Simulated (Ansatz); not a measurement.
**BiP (WC type): equation of state**

The task here is to estimate one member of a computed series from the others.

Program: Ansatz 0.2.0. Level of theory: DFT r²SCAN, scalar-relativistic, plane waves, PAW. These are calculated values, not measurements.

1 further run of the same task is left out (it didn't finish). Runs told in other sessions of the task aren't counted.

**Starting point**

Symmetry: P-6m2, No. 187, hexagonal system. Conventional cell: a = 3.919 Å, b = 3.919 Å, c = 3.749 Å, α = 90.00°, β = 90.00°, γ = 120.00°. Around Bi (site symmetry -6m2) lie 6 P at 2.94 Å. P (site symmetry -6m2) is surrounded by 6 Bi at 2.94 Å.

As a file:

```
Bi P
1.0
     3.91886    0.00000    0.00000
    -1.95943    3.39383    0.00000
     0.00000    0.00000    3.74881
Bi P
1 1
Direct
  0.00000 0.00000 0.00000
  0.66667 0.33333 0.50000
```

This cell comes from an earlier session at r²SCAN: 24.930 Å³/atom at -0.01 GPa, on a 10×10×10 mesh.

Volume factors to run: 0.980, 1.020, 0.960, 1.040, 1.070.

The first run:

input.yaml

```yaml
crystal:
  lattice:
    - [3.892557058, 0.0, 0.0]
    - [-1.946278529, 3.3710532979, 0.0]
    - [0.0, 0.0, 3.7236541886]
  atoms:
    - { symbol: Bi, position: [0.0, 0.0, 0.0] }
    - { symbol: P, position: [0.6666666667, 0.3333333333, 0.5] }
basis:
  ecutwfc: 500
  ecutrho_ratio: 4
kpoints:
  mp_grid: { grid: [10, 10, 10] }
hamiltonian:
  xc: r2scan
scf:
  occupations: { method: gaussian, width: 0.05 }
output:
  forces: true
  stress: true
  eigenvalues: true
relax:
  f_tol: 0.01
  max_steps: 40
  cell: { stress_tol: 0.1, fix: [volume] }
```

On the command line:

```bash
> ansatz run input.yaml --threads 2 --pin off --max-ram 2662MiB --backend cpu --events-out ev --progress --plain --runs-dir out
```

Among the steps run: Volume × 0.980; Scaling the volume by 1.020; At 0.960 of the relaxed volume; Volume × 1.040; At 1.070 of the relaxed volume.

One table of the session follows, with a row left open; its other results are not shown here.

It belongs to the step «The fit». 

```
volume (Å³/atom)  energy (meV/atom)  pressure (GPa)
          23.932               9.21            3.07
          24.431               2.21            1.45
          24.930               0.00           -0.01
          25.428               2.11           -1.34
          25.927                  ?               ?
          26.675              23.80           -4.12
```

**Question.** Estimate the row for volume (Å³/atom) = 25.927.

Worked estimate for «energy (meV/atom)». A straight line through the neighbours (25.428, 2.11) and (26.675, 23.80) gives 2.11 + (23.80 − 2.11) × (25.927 − 25.428) / (26.675 − 25.428) = 10.79; a parabola fitted to 3 rows on both sides gives 7.98.

**Answer.** energy (meV/atom): 8.17; pressure (GPa): -2.54. In «energy (meV/atom)» the line misses by +2.62 and the parabola by -0.19.
